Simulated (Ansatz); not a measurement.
# H5NSSi + H2O: a complex and its separated parts, part 2 of 3

Ansatz 0.2.0, Gaussian basis.

## 7. r2SCAN-D4/def2-TZVPP

The inputs:

parta/in.yaml

```yaml
crystal:
  periodic: [false, false, false]
  atoms:
    - {symbol: Si, position_ang: [-0.875142, -0.467063, -0.871875]}
    - {symbol: H, position_ang: [-1.129727, -1.150406, -2.164252]}
    - {symbol: H, position_ang: [-2.149474, -0.272014, -0.135257]}
    - {symbol: N, position_ang: [0.213167, -1.473737, -0.028315]}
    - {symbol: S, position_ang: [-0.063595, 1.503116, -1.164010]}
    - {symbol: H, position_ang: [0.794773, -2.125091, -0.527229]}
    - {symbol: H, position_ang: [0.616405, -1.204741, 0.853738]}
    - {symbol: H, position_ang: [-1.258085, 2.114224, -1.102191]}
basis:
  gaussian: {orbitals: def2-TZVPP}
hamiltonian: {xc: r2scan, dispersion: d4}
```

partb/in.yaml

```yaml
crystal:
  periodic: [false, false, false]
  atoms:
    - {symbol: O, position_ang: [1.077917, 0.748655, 1.893614]}
    - {symbol: H, position_ang: [0.823359, 1.254340, 1.118804]}
    - {symbol: H, position_ang: [1.950501, 1.072718, 2.126870]}
basis:
  gaussian: {orbitals: def2-TZVPP}
hamiltonian: {xc: r2scan, dispersion: d4}
```

One command serves all of them, each in its own folder.

Started as:

```sh
ansatz run in.yaml --threads 4 --pin off --events-out ev --progress --plain --max-ram 9574MiB
```

Output in parta, shortened:

```text
Functional definition: r2SCAN
  name "r2SCAN"
  cite "Furness, Kaplan, Ning, Perdew & Sun, J. Phys. Chem. Lett. 11, 8208 (2020) doi:10.1021/acs.jpclett.0c02405"
  cite "Furness, Kaplan, Ning, Perdew & Sun, J. Phys. Chem. Lett. 11, 9248 (2020) doi:10.1021/acs.jpclett.0c03077"
  parent r2scan
[...]
1022 factors; their error is unknown
[...]
mean field -20285.05161331 eV, -745.4618970874 hartree, gradient 6.6e-5 eV, S^2 0.000000; 0 other end points of the search recorded, 0 dependent functions left out
reference -20285.05162435 eV, -745.4618974929 hartree; 21, 21 occupied and 164, 164 virtual orbitals, 1022 factors
Total energy: -20285.08725607 eV, -745.4632069348 hartree
```

Output in partb, shortened:

```text
Functional definition: r2SCAN
  name "r2SCAN"
  cite "Furness, Kaplan, Ning, Perdew & Sun, J. Phys. Chem. Lett. 11, 8208 (2020) doi:10.1021/acs.jpclett.0c02405"
  cite "Furness, Kaplan, Ning, Perdew & Sun, J. Phys. Chem. Lett. 11, 9248 (2020) doi:10.1021/acs.jpclett.0c03077"
  parent r2scan
[...]
269 factors; their error is unknown
[...]
mean field -2079.58116083 eV, -76.4231980696 hartree, gradient 8.5e-5 eV, S^2 0.000000; 0 other end points of the search recorded, 0 dependent functions left out
reference -2079.58116603 eV, -76.4231982608 hartree; 5, 5 occupied and 54, 54 virtual orbitals, 269 factors
Total energy: -2079.58243860 eV, -76.4232450269 hartree
```

They took 1.8 s (parta), 0.45 s (partb) on 4 threads of Intel Xeon Platinum 8259CL at 2.50GHz, shared host.

## 8. B97M-V/def2-TZVPP

The same edit goes into each in.yaml of step 7 (parta, partb):

```diff
-hamiltonian: {xc: r2scan, dispersion: d4}
+hamiltonian: {xc: {name: B97M-V}}
```

The same command starts each run, in its folder.

Started as:

```sh
ansatz run in.yaml --threads 4 --pin off --events-out ev --progress --plain --max-ram 9574MiB
```

Output in parta, shortened:

```text
Functional definition: B97M-V
  name "B97M-V"
  cite "Mardirossian & Head-Gordon, J. Chem. Phys. 142, 074111 (2015) doi:10.1063/1.4907719"
  cite "Becke, J. Chem. Phys. 107, 8554 (1997) doi:10.1063/1.475007"
  cite "Vydrov & Van Voorhis, J. Chem. Phys. 133, 244103 (2010) doi:10.1063/1.3521275"
  # Of w^i u^j: cxij and so on, Table III.
[...]
  gx(w, u) = cx00 + cx01*u + cx02*u^2 + (cx10 + cx11*u)*w
[...]
  gos(w, u) = cos00 + cos01*u + cos03*u^3 + cos10*w + cos32*w^3*u^2
[...]
      + integral(e_c_pw_mod_opposite_spin*gos(b97_w_opposite, b97_u_opposite)) + vv10(b, c)
1022 factors; their error is unknown
[...]
mean field -20282.35443887 eV, -745.3627777548 hartree, gradient 2.9e-5 eV, S^2 0.000000; 0 other end points of the search recorded, 0 dependent functions left out
reference -20282.35449472 eV, -745.3627798075 hartree; 21, 21 occupied and 164, 164 virtual orbitals, 1022 factors
Total energy: -20282.35449472 eV, -745.3627798075 hartree
```

Log of partb, shortened:

```text
Functional definition: B97M-V
  name "B97M-V"
  cite "Mardirossian & Head-Gordon, J. Chem. Phys. 142, 074111 (2015) doi:10.1063/1.4907719"
  cite "Becke, J. Chem. Phys. 107, 8554 (1997) doi:10.1063/1.475007"
  cite "Vydrov & Van Voorhis, J. Chem. Phys. 133, 244103 (2010) doi:10.1063/1.3521275"
  # Of w^i u^j: cxij and so on, Table III.
[...]
  gx(w, u) = cx00 + cx01*u + cx02*u^2 + (cx10 + cx11*u)*w
[...]
  gos(w, u) = cos00 + cos01*u + cos03*u^3 + cos10*w + cos32*w^3*u^2
[...]
      + integral(e_c_pw_mod_opposite_spin*gos(b97_w_opposite, b97_u_opposite)) + vv10(b, c)
269 factors; their error is unknown
[...]
mean field -2079.93552328 eV, -76.4362206495 hartree, gradient 2.9e-5 eV, S^2 0.000000; 0 other end points of the search recorded, 0 dependent functions left out
reference -2079.93555009 eV, -76.4362216349 hartree; 5, 5 occupied and 54, 54 virtual orbitals, 269 factors
Total energy: -2079.93555009 eV, -76.4362216349 hartree
```

Times: 3.5 s (parta), 0.45 s (partb) on 4 threads of Intel Xeon Platinum 8259CL at 2.50GHz, shared host.

## 9. PBE0-D4/def2-TZVPP

The same edit goes into each in.yaml of step 8 (parta, partb):

```diff
-hamiltonian: {xc: {name: B97M-V}}
+hamiltonian: {xc: pbe0, dispersion: d4}
+output: {orbitals: {seedname: orbitals}}
```

One command serves all of them, each in its own folder.

Started as:

```sh
ansatz run in.yaml --threads 4 --pin off --events-out ev --progress --plain --max-ram 9574MiB
```

parta printed, shortened:

```text
Functional definition: PBE0
  name "PBE0"
  cite "Adamo & Barone, J. Chem. Phys. 110, 6158 (1999) doi:10.1063/1.478522"
  cite "Perdew, Burke & Ernzerhof, Phys. Rev. Lett. 77, 3865 (1996) doi:10.1103/PhysRevLett.77.3865"
  parent pbe
[...]
1056 factors; their error is unknown
[...]
mean field -20278.46716668 eV, -745.2199231366 hartree, gradient 1.1e-5 eV, S^2 0.000000; 0 other end points of the search recorded, 0 dependent functions left out
reference -20278.46719459 eV, -745.2199241624 hartree; 21, 21 occupied and 164, 164 virtual orbitals, 1056 factors
Total energy: -20278.59659340 eV, -745.2246794810 hartree
```

partb printed, shortened:

```text
Functional definition: PBE0
  name "PBE0"
  cite "Adamo & Barone, J. Chem. Phys. 110, 6158 (1999) doi:10.1063/1.478522"
  cite "Perdew, Burke & Ernzerhof, Phys. Rev. Lett. 77, 3865 (1996) doi:10.1103/PhysRevLett.77.3865"
  parent pbe
[...]
269 factors; their error is unknown
[...]
mean field -2078.42782231 eV, -76.3808136609 hartree, gradient 1.4e-5 eV, S^2 0.000000; 0 other end points of the search recorded, 0 dependent functions left out
reference -2078.42783681 eV, -76.3808141939 hartree; 5, 5 occupied and 54, 54 virtual orbitals, 269 factors
Total energy: -2078.43209278 eV, -76.3809705979 hartree
```

They took 1.4 s (parta), 0.2 s (partb) on 4 threads of Intel Xeon Platinum 8259CL at 2.50GHz, shared host.

## 10. B3LYP-D4/def2-TZVPP

The same edit goes into each in.yaml of step 9 (parta, partb):

```diff
-hamiltonian: {xc: pbe0, dispersion: d4}
-output: {orbitals: {seedname: orbitals}}
+hamiltonian: {xc: {name: B3LYP}, dispersion: d4}
```

Each run has its own folder and the same command.

Started as:

```sh
ansatz run in.yaml --threads 4 --pin off --events-out ev --progress --plain --max-ram 9574MiB
```

Log of parta, shortened:

```text
Functional definition: B3LYP
  name "B3LYP"
  cite "Stephens, Devlin, Chabalowski & Frisch, J. Phys. Chem. 98, 11623 (1994) doi:10.1021/j100096a001"
  cite "Becke, Phys. Rev. A 38, 3098 (1988) doi:10.1103/PhysRevA.38.3098"
  cite "Lee, Yang & Parr, Phys. Rev. B 37, 785 (1988) doi:10.1103/PhysRevB.37.785"
  cite "Vosko, Wilk & Nusair, Can. J. Phys. 58, 1200 (1980) doi:10.1139/p80-159"
[...]
1037 factors; their error is unknown
[...]
mean field -20288.58686308 eV, -745.5918151202 hartree, gradient 1.8e-5 eV, S^2 0.000000; 0 other end points of the search recorded, 0 dependent functions left out
reference -20288.58710483 eV, -745.5918240041 hartree; 21, 21 occupied and 164, 164 virtual orbitals, 1037 factors
Total energy: -20288.83770744 eV, -745.6010334803 hartree
```

Log of partb, shortened:

```text
Functional definition: B3LYP
  name "B3LYP"
  cite "Stephens, Devlin, Chabalowski & Frisch, J. Phys. Chem. 98, 11623 (1994) doi:10.1021/j100096a001"
  cite "Becke, Phys. Rev. A 38, 3098 (1988) doi:10.1103/PhysRevA.38.3098"
  cite "Lee, Yang & Parr, Phys. Rev. B 37, 785 (1988) doi:10.1103/PhysRevB.37.785"
  cite "Vosko, Wilk & Nusair, Can. J. Phys. 58, 1200 (1980) doi:10.1139/p80-159"
[...]
269 factors; their error is unknown
[...]
mean field -2080.76396396 eV, -76.4666652832 hartree, gradient 1.4e-5 eV, S^2 0.000000; 0 other end points of the search recorded, 0 dependent functions left out
reference -2080.76410233 eV, -76.4666703680 hartree; 5, 5 occupied and 54, 54 virtual orbitals, 269 factors
Total energy: -2080.77252867 eV, -76.4669800303 hartree
```

Times: 1.4 s (parta), 0.2 s (partb) on 4 threads of Intel Xeon Platinum 8259CL at 2.50GHz, shared host.

## 11. r2SCAN0-D4/def2-TZVPP

The same edit goes into each in.yaml of step 10 (parta, partb):

```diff
-hamiltonian: {xc: {name: B3LYP}, dispersion: d4}
+hamiltonian: {xc: {name: r2SCAN0}, dispersion: d4}
```

Each run has its own folder and the same command.

Started as:

```sh
ansatz run in.yaml --threads 4 --pin off --events-out ev --progress --plain --max-ram 9574MiB
```

Output in parta, shortened:

```text
Functional definition: r2SCAN0
  name "r2SCAN0"
  cite "Bursch, Neugebauer, Ehlert & Grimme, J. Chem. Phys. 156, 134105 (2022) doi:10.1063/5.0086040"
  cite "Furness, Kaplan, Ning, Perdew & Sun, J. Phys. Chem. Lett. 11, 8208 (2020) doi:10.1021/acs.jpclett.0c02405"
  cite "Furness, Kaplan, Ning, Perdew & Sun, J. Phys. Chem. Lett. 11, 9248 (2020) doi:10.1021/acs.jpclett.0c03077"
  parent r2scan
[...]
1056 factors; their error is unknown
[...]
mean field -20284.66875051 eV, -745.4478271391 hartree, gradient 1.7e-5 eV, S^2 0.000000; 0 other end points of the search recorded, 0 dependent functions left out
reference -20284.66875928 eV, -745.4478274613 hartree; 21, 21 occupied and 164, 164 virtual orbitals, 1056 factors
Total energy: -20284.71119676 eV, -745.4493870099 hartree
```

Log of partb, shortened:

```text
Functional definition: r2SCAN0
  name "r2SCAN0"
  cite "Bursch, Neugebauer, Ehlert & Grimme, J. Chem. Phys. 156, 134105 (2022) doi:10.1063/5.0086040"
  cite "Furness, Kaplan, Ning, Perdew & Sun, J. Phys. Chem. Lett. 11, 8208 (2020) doi:10.1021/acs.jpclett.0c02405"
  cite "Furness, Kaplan, Ning, Perdew & Sun, J. Phys. Chem. Lett. 11, 9248 (2020) doi:10.1021/acs.jpclett.0c03077"
  parent r2scan
[...]
269 factors; their error is unknown
[...]
mean field -2079.27469627 eV, -76.4119357049 hartree, gradient 2.1e-5 eV, S^2 0.000000; 0 other end points of the search recorded, 0 dependent functions left out
reference -2079.27470037 eV, -76.4119358556 hartree; 5, 5 occupied and 54, 54 virtual orbitals, 269 factors
Total energy: -2079.27610457 eV, -76.4119874590 hartree
```

They took 2.2 s (parta), 0.4 s (partb) on 4 threads of Intel Xeon Platinum 8259CL at 2.50GHz, shared host.

## 12. BHLYP-D4/def2-TZVPP

The same edit goes into each in.yaml of step 11 (parta, partb):

```diff
-hamiltonian: {xc: {name: r2SCAN0}, dispersion: d4}
+hamiltonian: {xc: {name: BHLYP}, dispersion: d4}
```

Each run has its own folder and the same command.

Started as:

```sh
ansatz run in.yaml --threads 4 --pin off --events-out ev --progress --plain --max-ram 9574MiB
```

parta printed, shortened:

```text
Functional definition: BHLYP
  name "BHLYP"
  cite "Becke, J. Chem. Phys. 98, 1372 (1993) doi:10.1063/1.464304"
  cite "Becke, Phys. Rev. A 38, 3098 (1988) doi:10.1103/PhysRevA.38.3098"
  cite "Lee, Yang & Parr, Phys. Rev. B 37, 785 (1988) doi:10.1103/PhysRevB.37.785"
[...]
1109 factors; their error is unknown
[...]
mean field -20286.46066613 eV, -745.5136788232 hartree, gradient 3.2e-5 eV, S^2 0.000000; 0 other end points of the search recorded, 0 dependent functions left out
reference -20286.46083059 eV, -745.5136848670 hartree; 21, 21 occupied and 164, 164 virtual orbitals, 1109 factors
Total energy: -20286.65838541 eV, -745.5209448728 hartree
```

partb printed, shortened:

```text
Functional definition: BHLYP
  name "BHLYP"
  cite "Becke, J. Chem. Phys. 98, 1372 (1993) doi:10.1063/1.464304"
  cite "Becke, Phys. Rev. A 38, 3098 (1988) doi:10.1103/PhysRevA.38.3098"
  cite "Lee, Yang & Parr, Phys. Rev. B 37, 785 (1988) doi:10.1103/PhysRevB.37.785"
[...]
295 factors; their error is unknown
[...]
mean field -2079.57887912 eV, -76.4231142186 hartree, gradient 2.0e-5 eV, S^2 0.000000; 0 other end points of the search recorded, 0 dependent functions left out
reference -2079.57896992 eV, -76.4231175554 hartree; 5, 5 occupied and 54, 54 virtual orbitals, 295 factors
Total energy: -2079.58392190 eV, -76.4232995371 hartree
```

They took 1.3 s (parta), 0.2 s (partb) on 4 threads of Intel Xeon Platinum 8259CL at 2.50GHz, shared host.

## 13. CAM-B3LYP-D4/def2-TZVPP

The same edit goes into each in.yaml of step 12 (parta, partb):

```diff
-hamiltonian: {xc: {name: BHLYP}, dispersion: d4}
+hamiltonian: {xc: {name: CAM-B3LYP}, dispersion: d4}
```

Each run has its own folder and the same command.

Started as:

```sh
ansatz run in.yaml --threads 4 --pin off --events-out ev --progress --plain --max-ram 9574MiB
```

Log of parta, shortened:

```text
Functional definition: CAM-B3LYP
  name "CAM-B3LYP"
  cite "Yanai, Tew & Handy, Chem. Phys. Lett. 393, 51 (2004) doi:10.1016/j.cplett.2004.06.011"
  cite "Iikura, Tsuneda, Yanai & Hirao, J. Chem. Phys. 115, 3540 (2001) doi:10.1063/1.1383587"
  cite "Becke, Phys. Rev. A 38, 3098 (1988) doi:10.1103/PhysRevA.38.3098"
  cite "Lee, Yang & Parr, Phys. Rev. B 37, 785 (1988) doi:10.1103/PhysRevB.37.785"
[...]
  # Exact exchange under (alpha + beta erf(omega r))/r, Becke's under what is left of 1/r.
[...]
1037 factors; their error is unknown
252 factors; integrals over basis functions are off by at most 1.5e-5 eV
[...]
mean field -20287.16802437 eV, -745.5396737591 hartree, gradient 2.9e-5 eV, S^2 0.000000; 0 other end points of the search recorded, 0 dependent functions left out
reference -20287.16814208 eV, -745.5396780850 hartree; 21, 21 occupied and 164, 164 virtual orbitals, 1037 factors
Total energy: -20287.29978855 eV, -745.5445160035 hartree
```

Output in partb, shortened:

```text
Functional definition: CAM-B3LYP
  name "CAM-B3LYP"
  cite "Yanai, Tew & Handy, Chem. Phys. Lett. 393, 51 (2004) doi:10.1016/j.cplett.2004.06.011"
  cite "Iikura, Tsuneda, Yanai & Hirao, J. Chem. Phys. 115, 3540 (2001) doi:10.1063/1.1383587"
  cite "Becke, Phys. Rev. A 38, 3098 (1988) doi:10.1103/PhysRevA.38.3098"
  cite "Lee, Yang & Parr, Phys. Rev. B 37, 785 (1988) doi:10.1103/PhysRevB.37.785"
[...]
  # Exact exchange under (alpha + beta erf(omega r))/r, Becke's under what is left of 1/r.
[...]
269 factors; their error is unknown
72 factors; integrals over basis functions are off by at most 2.4e-5 eV
[...]
mean field -2079.99968061 eV, -76.4385783882 hartree, gradient 1.1e-5 eV, S^2 0.000000; 0 other end points of the search recorded, 0 dependent functions left out
reference -2079.99974805 eV, -76.4385808663 hartree; 5, 5 occupied and 54, 54 virtual orbitals, 269 factors
Total energy: -2080.00381414 eV, -76.4387302925 hartree
```

Times: 1.7 s (parta), 0.25 s (partb) on 4 threads of Intel Xeon Platinum 8259CL at 2.50GHz, shared host.

## 14. wB97X-V/def2-TZVPP

The same edit goes into each in.yaml of step 13 (parta, partb):

```diff
-hamiltonian: {xc: {name: CAM-B3LYP}, dispersion: d4}
+hamiltonian: {xc: {name: wB97X-V}}
```

Each run has its own folder and the same command.

Started as:

```sh
ansatz run in.yaml --threads 4 --pin off --events-out ev --progress --plain --max-ram 9574MiB
```

parta printed, shortened:

```text
Functional definition: wB97X-V
  name "wB97X-V"
  cite "Mardirossian & Head-Gordon, Phys. Chem. Chem. Phys. 16, 9904 (2014) doi:10.1039/C3CP54374A"
  cite "Becke, J. Chem. Phys. 107, 8554 (1997) doi:10.1063/1.475007"
  cite "Vydrov & Van Voorhis, J. Chem. Phys. 133, 244103 (2010) doi:10.1063/1.3521275"
[...]
      + integral(e_c_pw_opposite_spin*poly(b97_u_opposite, cos0, cos1)) + vv10(b, c)
1032 factors; their error is unknown
231 factors; integrals over basis functions are off by at most 1.1e-5 eV
[...]
mean field -20284.01802278 eV, -745.4239133360 hartree, gradient 4.4e-5 eV, S^2 0.000000; 0 other end points of the search recorded, 0 dependent functions left out
reference -20284.01802092 eV, -745.4239132677 hartree; 21, 21 occupied and 164, 164 virtual orbitals, 1032 factors
Total energy: -20284.01802092 eV, -745.4239132677 hartree
```

partb printed, shortened:

```text
Functional definition: wB97X-V
  name "wB97X-V"
  cite "Mardirossian & Head-Gordon, Phys. Chem. Chem. Phys. 16, 9904 (2014) doi:10.1039/C3CP54374A"
  cite "Becke, J. Chem. Phys. 107, 8554 (1997) doi:10.1063/1.475007"
  cite "Vydrov & Van Voorhis, J. Chem. Phys. 133, 244103 (2010) doi:10.1063/1.3521275"
[...]
      + integral(e_c_pw_opposite_spin*poly(b97_u_opposite, cos0, cos1)) + vv10(b, c)
269 factors; their error is unknown
69 factors; integrals over basis functions are off by at most 2.2e-5 eV
[...]
mean field -2079.88767476 eV, -76.4344622490 hartree, gradient 2.2e-5 eV, S^2 0.000000; 0 other end points of the search recorded, 0 dependent functions left out
reference -2079.88767387 eV, -76.4344622161 hartree; 5, 5 occupied and 54, 54 virtual orbitals, 269 factors
Total energy: -2079.88767387 eV, -76.4344622161 hartree
```

Wall times: 3.5 s (parta), 0.4 s (partb) on 4 threads of Intel Xeon Platinum 8259CL at 2.50GHz, shared host.

## 15. wB97M-V/def2-TZVPP

Each input of step 14 (parta, partb) changes in the same lines:

```diff
-hamiltonian: {xc: {name: wB97X-V}}
+hamiltonian: {xc: {name: wB97M-V}}
```

Each run has its own folder and the same command.

Started as:

```sh
ansatz run in.yaml --threads 4 --pin off --events-out ev --progress --plain --max-ram 9574MiB
```

Log of parta, shortened:

```text
Functional definition: wB97M-V
  name "wB97M-V"
  cite "Mardirossian & Head-Gordon, J. Chem. Phys. 144, 214110 (2016) doi:10.1063/1.4952647"
  cite "Becke, J. Chem. Phys. 107, 8554 (1997) doi:10.1063/1.475007"
  cite "Vydrov & Van Voorhis, J. Chem. Phys. 133, 244103 (2010) doi:10.1063/1.3521275"
  # Of w^i u^j: cxij and so on, Table III.
[...]
  gx(w, u) = 1 - cx + cx01*u + cx10*w
[...]
      + integral(e_c_pw_mod_opposite_spin*gos(b97_w_opposite, b97_u_opposite)) + vv10(b, c)
1032 factors; their error is unknown
231 factors; integrals over basis functions are off by at most 1.1e-5 eV
[...]
mean field -20285.38389447 eV, -745.4741081949 hartree, gradient 1.4e-5 eV, S^2 0.000000; 0 other end points of the search recorded, 0 dependent functions left out
reference -20285.38393969 eV, -745.4741098566 hartree; 21, 21 occupied and 164, 164 virtual orbitals, 1032 factors
Total energy: -20285.38393969 eV, -745.4741098566 hartree
```

partb printed, shortened:

```text
Functional definition: wB97M-V
  name "wB97M-V"
  cite "Mardirossian & Head-Gordon, J. Chem. Phys. 144, 214110 (2016) doi:10.1063/1.4952647"
  cite "Becke, J. Chem. Phys. 107, 8554 (1997) doi:10.1063/1.475007"
  cite "Vydrov & Van Voorhis, J. Chem. Phys. 133, 244103 (2010) doi:10.1063/1.3521275"
  # Of w^i u^j: cxij and so on, Table III.
[...]
  gx(w, u) = 1 - cx + cx01*u + cx10*w
[...]
      + integral(e_c_pw_mod_opposite_spin*gos(b97_w_opposite, b97_u_opposite)) + vv10(b, c)
269 factors; their error is unknown
69 factors; integrals over basis functions are off by at most 2.2e-5 eV
[...]
mean field -2079.85938612 eV, -76.4334226606 hartree, gradient 2.9e-5 eV, S^2 0.000000; 0 other end points of the search recorded, 0 dependent functions left out
reference -2079.85940813 eV, -76.4334234694 hartree; 5, 5 occupied and 54, 54 virtual orbitals, 269 factors
Total energy: -2079.85940813 eV, -76.4334234694 hartree
```

They took 3.6 s (parta), 0.4 s (partb) on 4 threads of Intel Xeon Platinum 8259CL at 2.50GHz, shared host.

## 16. B2PLYP/def2-TZVPP

Each input of step 15 (parta, partb) changes in the same lines:

```diff
-hamiltonian: {xc: {name: wB97M-V}}
+hamiltonian: {xc: {name: B2PLYP}}
```

The same command starts each run, in its folder.

Started as:

```sh
ansatz run in.yaml --threads 4 --pin off --events-out ev --progress --plain --max-ram 9574MiB
```

Output in parta, shortened:

```text
Functional definition: B2PLYP
  name "B2PLYP"
  cite "Grimme, J. Chem. Phys. 124, 034108 (2006) doi:10.1063/1.2148954"
  cite "Becke, Phys. Rev. A 38, 3098 (1988) doi:10.1103/PhysRevA.38.3098"
  cite "Lee, Yang & Parr, Phys. Rev. B 37, 785 (1988) doi:10.1103/PhysRevB.37.785"
[...]
1051 factors; integrals over basis functions are off by at most 1.0e-3 eV
[...]
mean field -20274.72588614 eV, -745.0824336127 hartree, gradient 2.9e-6 eV, S^2 0.000000; 0 other end points of the search recorded, 0 dependent functions left out
11 core orbitals not correlated: weight in the atoms' cores, before any rotation towards them, 1.000 or more for the frozen orbitals, at most 0.000 for the correlated occupied ones
reference -20274.72603978 eV, -745.0824392592 hartree; 10, 10 occupied and 164, 164 virtual orbitals, 1051 factors
second order -17.28073048 eV of doubles, -0.00000000 eV of singles
Total energy: -20279.39183701 eV, -745.2539041448 hartree
```

partb printed, shortened:

```text
Functional definition: B2PLYP
  name "B2PLYP"
  cite "Grimme, J. Chem. Phys. 124, 034108 (2006) doi:10.1063/1.2148954"
  cite "Becke, Phys. Rev. A 38, 3098 (1988) doi:10.1103/PhysRevA.38.3098"
  cite "Lee, Yang & Parr, Phys. Rev. B 37, 785 (1988) doi:10.1103/PhysRevB.37.785"
[...]
361 factors; integrals over basis functions are off by at most 8.7e-4 eV
[...]
mean field -2077.03825413 eV, -76.3297479723 hartree, gradient 1.4e-6 eV, S^2 0.000000; 0 other end points of the search recorded, 0 dependent functions left out
1 core orbitals not correlated: weight in the atoms' cores, before any rotation towards them, 1.000 or more for the frozen orbitals, at most 0.000 for the correlated occupied ones
reference -2077.03833916 eV, -76.3297510971 hartree; 4, 4 occupied and 54, 54 virtual orbitals, 361 factors
second order -8.41884156 eV of doubles, -0.00000000 eV of singles
Total energy: -2079.31142638 eV, -76.4132855117 hartree
```

Times: 2.4 s (parta), 0.3 s (partb) on 4 threads of Intel Xeon Platinum 8259CL at 2.50GHz, shared host.

(Continued in part 3 of 3.)
